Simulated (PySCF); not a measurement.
# A gas-phase reaction: AlH3O2 + H2Si → AlH5O2Si

What reaction energy should one expect for `[OH][AlH][OH]` + `[SiH2]` → `[OH][Al]([OH])[SiH3]`?

Computed with PySCF 2.14.0; each step states its level. No surroundings beyond the atoms listed, unless a continuum is named. Atoms count from 0, parts from 1.

### 1 The system as given

Each species was relaxed by itself at PBE0-D3(BJ)/def2-SVPD.

### 2 Reaction energy: wB97M-D3(BJ)/def2-TZVPD

Job settings and geometry (Å):

```
{"job": {"kind": "react", "xc": "wB97M-D3(BJ)", "basis": "def2-TZVPD"}, "charge": 0, "multiplicity": 1}
-1 AlH3O2 charge 0 multiplicity 1
O     -0.971790     0.544370     1.042280
Al     0.058100     0.487970    -0.321830
O      0.935270    -0.900100    -0.803420
H     -1.173960    -0.149550     1.668100
H      0.212340     1.785140    -1.183500
H      0.940030    -1.767840    -0.401650

-1 H2Si charge 0 multiplicity 1
Si    -0.008290     0.706250     0.004780
H      1.087220    -0.366480     0.005910
H     -1.104920    -0.365210    -0.011860

+1 AlH5O2Si charge 0 multiplicity 1
O     -0.292930    -0.728920    -2.009740
Al    -0.462740     0.062280    -0.499100
O     -1.827950     1.003520    -0.063370
Si     1.299740    -0.131290     1.161240
H     -0.903760    -0.748620    -2.745590
H     -2.612990     1.195420    -0.575080
H      0.800800    -0.873370     2.361910
H      1.733670     1.226040     1.618430
H      2.494940    -0.853890     0.628910
```

With the program's defaults for keys left out, this is: wB97M-D3(BJ)/def2-TZVPD reaction energy of separated species, gas phase.

The run is started by

```bash
$ OMP_NUM_THREADS=1 python cluster_run.py task.json out
```

One launch serves the whole session: the jobs run in the order shown.

**Question.** The jobs that follow are: PBE0-D3(BJ)/def2-TZVPD reaction energy of separated species, gas phase. Predict: reaction energy (wB97M-D3(BJ)/def2-TZVPD); ΔH, ΔG at 298 K (xTB thermal terms). Thermal terms come from harmonic xTB runs on each species.

The runs gave:

```
                                                quantity                      value
               reaction energy (wB97M-D3(BJ)/def2-TZVPD)            -55.11 kcal/mol
                     ΔH, ΔG at 298 K (xTB thermal terms)      -53.1, -42.4 kcal/mol
range of the reaction energy over the runs of this table  -63.22 to -55.11 kcal/mol
```

**Reading.** The reaction is exothermic by 53.1 kcal/mol in the gas phase; dispersion gives -1.23, and xTB itself gave -45.90 for the electronic energy (xTB energies and thermal terms come from the earlier relaxation of each species, not shown). No barrier was sought. The reaction energy runs from -63.22 (PBE0-D3(BJ)/def2-TZVPD) to -55.11 kcal/mol (wB97M-D3(BJ)/def2-TZVPD).
